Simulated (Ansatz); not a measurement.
# FH4NOSi: the cost of one run

Method: RKS r2SCAN-D4/def2-mTZVP, in Ansatz 0.2.0.

**1. The starting structure**

Bond lengths: N1–Si2 1.622 Å, Si2–O3 1.625 Å, Si2–F4 1.597 Å, N1–H5 1.071 Å, N1–H6 1.048 Å, Si2–H7 1.495 Å, O3–H8 0.912 Å. Angles: N1–Si2–O3 101.7°, N1–Si2–F4 110.1°, N1–Si2–H7 110.9°, O3–Si2–F4 109.4°, O3–Si2–H7 113.7°, F4–Si2–H7 110.7°, Si2–N1–H5 108.9°, Si2–N1–H6 111.0°, H5–N1–H6 101.5°, Si2–O3–H8 115.4°.

As a file:

```xyz
8

N    -1.0255    0.4040   -0.0543
Si    0.5305   -0.0312   -0.1989
O     0.6991   -1.0655    1.0435
F     0.7560   -0.8117   -1.5739
H    -1.3012    0.9946   -0.9041
H    -1.1522    1.0904    0.7281
H     1.4282    1.1613   -0.1151
H     0.1573   -1.7990    1.0190
```

**2. Relaxing end A**

The input, input.yaml:

```yaml
crystal:
  periodic: [false, false, false]
  atoms:
    - { symbol: "N", position_ang: [-1.0255, 0.404, -0.0543] }
    - { symbol: Si, position_ang: [0.5305, -0.0312, -0.1989] }
    - { symbol: O, position_ang: [0.6991, -1.0655, 1.0435] }
    - { symbol: F, position_ang: [0.756, -0.8117, -1.5739] }
    - { symbol: H, position_ang: [-1.3012, 0.9946, -0.9041] }
    - { symbol: H, position_ang: [-1.1522, 1.0904, 0.7281] }
    - { symbol: H, position_ang: [1.4282, 1.1613, -0.1151] }
    - { symbol: H, position_ang: [0.1573, -1.799, 1.019] }
basis:
  gaussian: { orbitals: def2-mTZVP }
hamiltonian:
  xc: r2scan
  dispersion: d4
relax:
  f_tol: 0.015
  max_steps: 40
```

Command:

```
ansatz run input.yaml --threads 2 --pin off --max-ram 3072MiB --backend cpu --events-out ev --progress --plain --runs-dir out
```

What time and memory should one allow on 2 threads of Arm Neoverse V1, shared host?

About 30 s, with a peak of 0.18 GiB.
